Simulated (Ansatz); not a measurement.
**GaH5OSSi2: one species, many methods**

Aim: compute GaH5OSSi2 with functionals from several rungs and with coupled cluster. The yardstick is the atomisation energy at the CCSD(T) limit.

Computed with Ansatz 0.2.0, Gaussian basis. Level: functionals in def2-TZVPP, the program's frozen cores in correlated methods.

Levels to be run: LDA (SPW92), PBE-D4, revPBE-D4, BLYP-D4, r2SCAN-D4, B97M-V, PBE0-D4, B3LYP-D4, r2SCANh-D4, r2SCAN0-D4, HSE06-D4, BHLYP-D4, CAM-B3LYP-D4, LC-ωPBE, ωB97X-V, ωB97M-V, B2PLYP, PBE-QIDH; CCSD(T)/def2-SVP; CCSD(T)/def2-TZVPP; MP2/def2-QZVPP; extrapolation to the limit; RPA on PBE.

### 1 Structure used throughout

All runs share one geometry, relaxed beforehand with PBE0-D4 in a triple-zeta def2 set.

SMILES `[SiH3][Ga]1[O][SiH2][S]1`, 10 atoms, charge 0, spin multiplicity 1.

Atoms are counted from 1 here; the program's logs count them from 0.

Bond lengths: Si1–Ga2 2.386 Å, Si1–H6 1.484 Å, Si1–H7 1.485 Å, Si1–H8 1.485 Å, Ga2–O3 1.836 Å, Ga2–S5 2.219 Å, O3–Si4 1.646 Å, Si4–S5 2.165 Å, Si4–H9 1.485 Å, Si4–H10 1.485 Å. Angles: Ga2–Si1–H6 109.4°, Ga2–Si1–H7 108.9°, Ga2–Si1–H8 108.9°, H6–Si1–H7 109.9°, H6–Si1–H8 109.9°, H7–Si1–H8 109.7°, Si1–Ga2–O3 128.3°, Si1–Ga2–S5 140.5°, O3–Ga2–S5 91.2°, Ga2–O3–Si4 97.1°, O3–Si4–S5 98.6°, O3–Si4–H9 112.9°, O3–Si4–H10 112.9°, S5–Si4–H9 111.3°, S5–Si4–H10 111.4°, H9–Si4–H10 109.4°, Ga2–S5–Si4 73.2°.

### 2 LDA

This LDA is Slater exchange with PW92 correlation.

Contents of in.yaml:

```yaml
crystal:
  periodic: [false, false, false]
  atoms:
    - {symbol: Si, position_ang: [-2.330595, -0.894650, -0.261703]}
    - {symbol: Ga, position_ang: [-0.187250, 0.141975, -0.101743]}
    - {symbol: O, position_ang: [1.370823, -0.563546, 0.565943]}
    - {symbol: Si, position_ang: [2.318410, 0.757453, 0.310561]}
    - {symbol: S, position_ang: [0.827125, 2.059918, -0.565719]}
    - {symbol: H, position_ang: [-3.299017, 0.064063, -0.848940]}
    - {symbol: H, position_ang: [-2.774878, -1.294562, 1.097578]}
    - {symbol: H, position_ang: [-2.220550, -2.096447, -1.126970]}
    - {symbol: H, position_ang: [2.864165, 1.329374, 1.567219]}
    - {symbol: H, position_ang: [3.431775, 0.496432, -0.636225]}
basis:
  gaussian: {orbitals: def2-TZVPP}
hamiltonian: {xc: lda}
output: {orbitals: {seedname: orbitals}}
```

Command:

```sh
ansatz run in.yaml --threads 2 --pin off --events-out ev --progress --plain --max-ram 22528MiB --backend cuda --devices 0, --max-vram 18GiB
```

Further steps of the session: PBE-D4 (GGA); revPBE-D4 (GGA); BLYP-D4 (GGA); r2SCAN-D4 (meta-GGA); B97M-V (meta-GGA); B3LYP-D4 (hybrid); r2SCANh-D4 (hybrid); r2SCAN0-D4 (hybrid); HSE06-D4 (hybrid); BHLYP-D4 (hybrid); CAM-B3LYP-D4 (range-separated); LC-ωPBE (range-separated); ωB97X-V (range-separated); ωB97M-V (range-separated); B2PLYP (double hybrid); PBE-QIDH (double hybrid); CCSD(T) in def2-SVP; CCSD(T) in def2-TZVPP; MP2 in def2-QZVPP; RPA on PBE orbitals.

**Question.** What will the summary of the whole plan be? Wanted: atomisation energy, CCSD(T)/CBS; farthest beyond LDA; mean size of error, GGA; mean size of error, meta-GGA; mean size of error, hybrid; mean size of error, range-separated; mean size of error, double hybrid; gap, smallest and largest; T1 diagnostic.

The runs gave:

```
                               quantity                                                    value
        atomisation energy, CCSD(T)/CBS                                           768.9 kcal/mol
functionals within 7.7 kcal/mol (1.0 %)  PBE-D4, r2SCAN-D4, B97M-V, r2SCANh-D4, ωB97X-V, ωB97M-V
                    farthest beyond LDA                                BHLYP-D4 (-27.3 kcal/mol)
                mean size of error, GGA                                            16.1 kcal/mol
           mean size of error, meta-GGA                                             1.1 kcal/mol
             mean size of error, hybrid                                            14.2 kcal/mol
    mean size of error, range-separated                                             7.7 kcal/mol
      mean size of error, double hybrid                                            14.7 kcal/mol
              gap, smallest and largest                3.82 eV (LDA (SPW92)), 10.44 eV (LC-ωPBE)
                          T1 diagnostic                                                   0.0147
triples share of the correlation energy                                                    4.3 %
```

What this shows: The LDA atomisation energy is off by 93.1 kcal/mol (12 %): it overbinds. PBE-D4 misses by -5.8 kcal/mol. Double hybrids carry the basis error of their MP2 part in triple zeta, and no dispersion term here, so their miss is partly the set-up's. The rungs meta-GGA, range-separated miss on average by less than the doubt on the reference (7.7 kcal/mol), so they tie. Misses under about 7.7 kcal/mol are within the doubt on the reference itself, which lacks core-valence correlation, relativity and higher excitations, and its outer-core shells are covered unevenly. Hartree-Fock recovers 72 % of the binding; the rest is correlation. CCSD(T) in def2-SVP is off by -66.6 kcal/mol, so the small basis spoils what the method gains. Orbital gaps span 3.8 to 10.4 eV; exact exchange widens them. Correlated methods include outer-core shells of Ga, which these sets cover unevenly.
